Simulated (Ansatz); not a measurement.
# C2H8BrNOSi: up Jacob's ladder to CCSD(T)

One table from this session's results is given with a row withheld; the runs are named, their logs left out.

Computed with Ansatz 0.2.0, Gaussian basis. Level: functionals in def2-TZVPP, the program's frozen cores in correlated methods.

Plan: PBE-D4, r2SCAN-D4, PBE0-D4, B3LYP-D4, ωB97X-V, ωB97M-V, B2PLYP; CCSD(T)/def2-TZVPP; MP2/def2-QZVPP; extrapolation to the limit.

## Structure used throughout

The geometry comes from an earlier relaxation with PBE0-D4 in a triple-zeta def2 set; it is a stationary point, not always the lowest conformer.

14 atoms, charge 0, spin multiplicity 1.

Atoms are counted from 1 here; the program's logs count them from 0.

Bond lengths: C1–C2 1.528 Å, C1–H7 1.093 Å, C1–H8 1.094 Å, C1–H9 1.092 Å, C2–Si3 1.856 Å, C2–H10 1.095 Å, C2–H11 1.095 Å, Si3–N4 1.704 Å, Si3–O5 1.638 Å, Si3–Br6 2.239 Å, N4–H12 1.007 Å, N4–H13 1.005 Å, O5–H14 0.959 Å. Angles: C2–C1–H7 111.3°, C2–C1–H8 111.4°, C2–C1–H9 111.3°, H7–C1–H8 107.2°, H7–C1–H9 107.7°, H8–C1–H9 107.7°, C1–C2–Si3 113.2°, C1–C2–H10 110.8°, C1–C2–H11 110.6°, Si3–C2–H10 107.8°, Si3–C2–H11 107.8°, H10–C2–H11 106.3°, C2–Si3–N4 117.9°, C2–Si3–O5 105.3°, C2–Si3–Br6 108.4°, N4–Si3–O5 109.9°, N4–Si3–Br6 103.8°, O5–Si3–Br6 111.6° and more.

Coordinates:

```xyz
14

C    -1.18752    0.17305   -1.40838
C     0.12506    0.76535   -0.89822
Si    0.59527    0.15287    0.78912
N     0.80030   -1.52602    0.99999
O    -0.57878    0.70086    1.79087
Br    2.59631    1.00680    1.31734
H    -1.43478    0.55319   -2.40244
H    -1.13203   -0.91662   -1.48321
H    -2.01839    0.41824   -0.74333
H     0.94805    0.53127   -1.58102
H     0.06401    1.85749   -0.85347
H     0.04231   -2.17402    0.86178
H     1.70259   -1.95933    0.90544
H    -0.52236    0.41686    2.70553
```

The first run:

Contents of in.yaml:

```yaml
crystal:
  periodic: [false, false, false]
  atoms:
    - {symbol: C, position_ang: [-1.187521, 0.173055, -1.408376]}
    - {symbol: C, position_ang: [0.125057, 0.765354, -0.898219]}
    - {symbol: Si, position_ang: [0.595269, 0.152873, 0.789116]}
    - {symbol: N, position_ang: [0.800300, -1.526024, 0.999989]}
    - {symbol: O, position_ang: [-0.578784, 0.700859, 1.790867]}
    - {symbol: Br, position_ang: [2.596305, 1.006796, 1.317340]}
    - {symbol: H, position_ang: [-1.434777, 0.553194, -2.402443]}
    - {symbol: H, position_ang: [-1.132034, -0.916618, -1.483208]}
    - {symbol: H, position_ang: [-2.018390, 0.418245, -0.743331]}
    - {symbol: H, position_ang: [0.948045, 0.531266, -1.581016]}
    - {symbol: H, position_ang: [0.064008, 1.857485, -0.853470]}
    - {symbol: H, position_ang: [0.042310, -2.174025, 0.861784]}
    - {symbol: H, position_ang: [1.702591, -1.959333, 0.905437]}
    - {symbol: H, position_ang: [-0.522360, 0.416863, 2.705532]}
basis:
  gaussian: {orbitals: def2-TZVPP}
hamiltonian: {xc: pbe, dispersion: d4}
output: {forces: true, orbitals: {seedname: orbitals}}
```

Command:

```
> ansatz run in.yaml --threads 2 --pin off --events-out ev --progress --plain --max-ram 31744MiB --backend cuda --devices 0, --max-vram 18GiB
```

Steps of the session up to this table: PBE-D4 (GGA); r2SCAN-D4 (meta-GGA); PBE0-D4 (hybrid); B3LYP-D4 (hybrid); ωB97X-V (range-separated); ωB97M-V (range-separated); B2PLYP (double hybrid); CCSD(T) in def2-TZVPP; MP2 in def2-QZVPP.

One table of the session follows, with a row left open; its other results are not shown here.

| method | atomisation energy (eV) |
| --- | --- |
| PBE-D4 | 55.729 |
| r2SCAN-D4 | 54.977 |
| PBE0-D4 | 54.911 |
| B3LYP-D4 | 54.845 |
| ωB97X-V | 55.073 |
| ωB97M-V | 55.112 |
| B2PLYP | 54.272 |
| HF/def2-TZVPP | 39.962 |
| MP2/def2-TZVPP | 54.425 |
| CCSD/def2-TZVPP | 52.752 |
| CCSD(T)/def2-TZVPP | ? |
| MP2/CBS | 56.028 |
| CCSD(T)/CBS | 55.117 |

Q: Estimate the row for CCSD(T)/def2-TZVPP from the others.

The run gave: atomisation energy (eV): 53.515. In the column «atomisation energy (eV)» it lies between CCSD/def2-TZVPP (52.752) and B2PLYP (54.272).

Limits of these values: Free atoms (2 C, 1 Si, 1 N, 1 O, 1 Br, 8 H) were run apart at each level; the atomisation energy is their sum less the molecule, without zero-point or spin-orbit terms.
